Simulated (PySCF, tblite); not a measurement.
**3-methylbenzoyl chloride (C₈H₇ClO): geometry, infrared bands and NMR shifts**

Aim: predict the infrared bands and NMR shifts of 3-methylbenzoyl chloride (C₈H₇ClO) (`Cc1cccc(C(=O)Cl)c1`).

Programs: tblite 0.8.0 and PySCF 2.14.0, with density-fitted response routines of our own. Each step states its level of theory. These are calculated values for one molecule in the gas phase, unless marked as measured. Atoms count from 0, in the outputs and in this text.

**1. The starting structure**

17 atoms, charge 0, multiplicity 1; geometry from: force field or distance geometry start.

Bonds of the start (Å): C0–C1 1.49, C1–C2 1.39, C2–C3 1.39, C3–C4 1.40, C4–C5 1.40, C5–C6 1.50, C6–O7 1.23, C6–Cl8 1.75, C5–C9 1.40, C9–C1 1.40, C0–H10 1.10, C0–H11 1.10, C0–H12 1.09, C2–H13 1.09, C3–H14 1.09, C4–H15 1.09, C9–H16 1.09.

**2. Relaxing the molecule with GFN2-xTB**

The job: settings as JSON, then the geometry in Å.

```
{"job": {"kind": "relax", "xc": "GFN2-xTB", "basis": "xTB"}, "charge": 0, "multiplicity": 1}
C     -2.367400    -0.962400    -0.214500
C     -1.096500    -0.200600    -0.042600
C     -1.094800     1.172800     0.187000
C      0.091500     1.888200     0.311800
C      1.315300     1.211900     0.239000
C      1.345500    -0.168300    -0.002700
C      2.642100    -0.921200    -0.114700
O      2.577900    -2.130400    -0.314900
Cl     4.172100    -0.081800     0.057000
C      0.135600    -0.868700    -0.131700
H     -3.191700    -0.490500     0.347700
H     -2.652300    -0.988600    -1.271500
H     -2.285000    -1.985400     0.163500
H     -2.044100     1.712900     0.245800
H      0.067000     2.962900     0.496100
H      2.222900     1.798900     0.355200
H      0.154800    -1.937800    -0.320500
```

Run with:

```bash
$ OMP_NUM_THREADS=1 python probes_run.py task.json out
```

One launch serves the whole session: the jobs run in the order shown.

**Question.** This job is followed by: GFN2-xTB harmonic vibrations, gas phase; GIAO PBE0/pcSseg-1 NMR shielding, non-relativistic, gas phase. Predict these results of the whole session: strongest single infrared mode (GFN2-xTB); zero-point energy (GFN2-xTB); 13C shifts against TMS (PBE0/pcSseg-1); 1H shifts against TMS (PBE0/pcSseg-1, means over atoms taken as alike); 17O shifts against H2O (PBE0/pcSseg-1); 35Cl shifts against HCl (PBE0/pcSseg-1).

As calculated:

```
                                                              quantity                                                      value
                             strongest single infrared mode (GFN2-xTB)                                      1787 cm⁻¹, 390 km/mol
                                          zero-point energy (GFN2-xTB)                                              78.2 kcal/mol
                                13C shifts against TMS (PBE0/pcSseg-1)  177.0, 144.6, 142.3, 138.3, 138.3, 136.3, 134.4, 23.6 ppm
1H shifts against TMS (PBE0/pcSseg-1, means over atoms taken as alike)                           8.54, 8.35, 7.77, 7.73, 2.58 ppm
                                17O shifts against H2O (PBE0/pcSseg-1)                                                  561.4 ppm
                               35Cl shifts against HCl (PBE0/pcSseg-1)                                                    406 ppm
```

In words: Over 23 steps the energy fell by 0.219 eV; of the close pairs, C5–C6 changed most, 1.504 to 1.462 Å. The lowest mode is imaginary (42i cm⁻¹), so the xTB geometry is not a minimum. The strongest single mode, at 1787 cm⁻¹, moves mainly C6 and O7. Unscaled tight-binding wavenumbers are off by several per cent, some by more. Its intensities can rank the bands wrongly. At PBE0/pcSseg-1: The widest tensor belongs to O7: span 872 ppm, with a paramagnetic part of -624 ppm. NICS(1)zz of -27 ppm above the planar ring from C1 marks a diatropic (aromatic) ring current.
